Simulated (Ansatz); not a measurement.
# CHBrN: the cost of one run

Computed with Ansatz 0.2.0 (the levels named in each step, unless a step's input says otherwise).

### 1 The structure to begin with

Bond lengths: C1–N2 1.137 Å, C1–H4 1.059 Å. Angles: N2–C1–H4 180.0°.

As a file:

```xyz
4

C    -0.0890    1.2111   -2.2620
N    -0.5232    0.6610   -3.1574
Br    0.1011   -0.3196    0.9115
H     0.3152    1.7232   -1.4283
```

### 2 A rough first relaxation, PBE-D4/def2-SVP

This run stands in another session on the same molecule. It ended at:

```xyz
4

C    -0.0292    1.2243   -2.0404
N    -0.5193    0.3171   -2.6018
Br   -0.0712   -0.3706    0.2932
H     0.4239    2.1048   -1.5871
```

### 3 Relaxation, PBE0-D4/def2-TZVPP

input.yaml

```yaml
crystal:
  periodic: [false, false, false]
  atoms:
    - { symbol: C, position_ang: [-0.02920236, 1.22430448, -2.04038683] }
    - { symbol: "N", position_ang: [-0.51930596, 0.31713889, -2.60184038] }
    - { symbol: Br, position_ang: [-0.07122747, -0.370569, 0.2931802] }
    - { symbol: H, position_ang: [0.4238558, 2.10477564, -1.58711299] }
magnetization:
  spin_polarized: true
  initial_magnetization: 1
basis:
  gaussian: { orbitals: def2-TZVPP }
hamiltonian:
  xc: pbe0
  dispersion: d4
relax:
  f_tol: 0.002
  max_steps: 150
```

Launch:

```sh
ansatz run input.yaml --threads 2 --pin off --max-ram 5120MiB --backend cpu --events-out ev --progress --plain --runs-dir out
```

Q: Estimate wall time and peak memory on 2 threads of Intel Xeon Platinum 8488C (Sapphire Rapids), shared host.

About 1.9 min, with a peak of 0.43 GiB.
